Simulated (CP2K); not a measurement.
Runs of CP2K 2026.2 on SiSe. The structure is hexagonal, space group P-6m2 (No. 187). The conventional cell has a = 3.595 Å, b = 3.595 Å, c = 3.599 Å, α = 90.00°, β = 90.00°, γ = 120.00°. Si (site symmetry -6m2) has 6 Se at 2.75 Å as nearest neighbours. Around Se (site symmetry -6m2) lie 6 Si at 2.75 Å. The cell was built by a generator and needn't be a form met in nature.

```csv
level,potentials or basis,smearing,EPS_DEFAULT,NGRIDS,points a segment of the path (NPOINTS),bands added on the path,CUTOFF of the grids,gap on the mesh (eV),pressure (GPa)
PBEsol,"POTENTIAL_UZH Si GTH-PBE-q4, Se GTH-PBE-q6; TZVP-MOLOPT-PBE-GTH basis",fermi-dirac 0.05 eV,1.0E-9,4,6,4,450 Ry,none,(a)
LDA,"GTH_POTENTIALS Si GTH-PADE-q4, Se GTH-PADE-q6; TZVP-MOLOPT-PBE-GTH basis",fermi-dirac 0.0259 eV,1.0E-9,4,10,6,450 Ry,none,-3.1
PBE,"POTENTIAL_UZH Si GTH-PBE-q4, Se GTH-PBE-q6; TZVP-MOLOPT-PBE-GTH basis",fermi-dirac 0.01 eV,1.0E-10,4,10,6,450 Ry,none,1.0
r2SCAN,"POTENTIAL_UZH Si GTH-SCAN-q4, Se GTH-SCAN-q6; TZVP-MOLOPT-SCAN-GTH basis",fermi-dirac 0.01 eV,1.0E-9,4,8,2,675 Ry,none,0.3
PBE,"POTENTIAL_UZH Si GTH-PBE-q4, Se GTH-PBE-q6; TZVP-MOLOPT-PBE-GTH basis",fermi-dirac 0.1 eV,1.0E-10,5,10,6,450 Ry,none,(b)
```

Alike in all rows: task band structure; no spin polarisation; cell as given; k mesh 9 × 9 × 7.

**Question.** Fill in the values left out.

**Answer.** (a) -1.4; (b) 0.7.

Caveats: the basis of atomic orbitals isn't converged, which shifts pressures, moduli and gaps; the potentials were made for another functional, which shifts forces and pressure (some runs).

A k mesh can miss the band edges, and the runs leave out spin-orbit coupling on Se.

A gap of «none» marks a metal or a gap under the smearing width.
